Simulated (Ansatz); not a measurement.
# AlFH6O2: the cost of one run

Method: RKS PBE-D4/def2-mTZVP, in Ansatz 0.2.0.

## 1. Starting point

Bond lengths: Al1–O2 2.177 Å, Al1–H3 1.528 Å, Al1–H4 1.528 Å, Al1–F6 2.110 Å, O2–H9 0.952 Å, O8–H10 0.960 Å. Angles: Al1–O2–H9 136.2°, O2–Al1–H3 109.6°, O2–Al1–H4 112.2°, O2–Al1–F6 83.8°, H3–Al1–H4 123.8°, H3–Al1–F6 108.8°, H4–Al1–F6 111.4°.

As a file:

```xyz
10

Al    0.2908   -1.6007    0.3090
O     1.1155    0.2455   -0.4970
H    -0.1166   -2.5253   -0.8378
H     1.0392   -2.0711    1.5558
H    -1.2001    0.7781    0.5104
F    -1.3531   -0.3781    0.8128
H     0.2759    1.1859   -0.2951
O    -0.7701    1.8551   -0.0078
H     1.9813    0.5695   -0.7229
H    -1.2629    1.9411   -0.8274
```

## 2. A restrained relaxation towards end A

Springs on the bonds that form and break draw the guess towards this end; the thresholds are loose.

Input file input.yaml:

```yaml
crystal:
  periodic: [false, false, false]
  atoms:
    - { symbol: Al, position_ang: [0.2908, -1.6007, 0.309] }
    - { symbol: O, position_ang: [1.1155, 0.2455, -0.497] }
    - { symbol: H, position_ang: [-0.1166, -2.5253, -0.8378] }
    - { symbol: H, position_ang: [1.0392, -2.0711, 1.5558] }
    - { symbol: H, position_ang: [-1.2001, 0.7781, 0.5104] }
    - { symbol: F, position_ang: [-1.3531, -0.3781, 0.8128] }
    - { symbol: H, position_ang: [0.2759, 1.1859, -0.2951] }
    - { symbol: O, position_ang: [-0.7701, 1.8551, -0.0078] }
    - { symbol: H, position_ang: [1.9813, 0.5695, -0.7229] }
    - { symbol: H, position_ang: [-1.2629, 1.9411, -0.8274] }
basis:
  gaussian: { orbitals: def2-mTZVP }
hamiltonian:
  xc: pbe
  dispersion: d4
relax:
  f_tol: 0.15
  max_steps: 25
  restrain:
    - { distance: [0, 5], at: 3.08, k: 30.0 }
    - { distance: [4, 7], at: 2.27, k: 30.0 }
    - { distance: [6, 1], at: 2.27, k: 30.0 }
    - { distance: [0, 1], at: 1.87, k: 30.0 }
    - { distance: [4, 5], at: 0.88, k: 30.0 }
    - { distance: [6, 7], at: 0.97, k: 30.0 }
```

Command:

```bash
$ ansatz run input.yaml --threads 2 --pin off --max-ram 3072MiB --backend cpu --events-out ev --progress --plain --runs-dir out
```

**Question.** How long does this run take on 2 threads of AMD EPYC 7B13 (Zen 3), shared host, and how much memory does it need?

About 24 s, with a peak of 0.16 GiB.
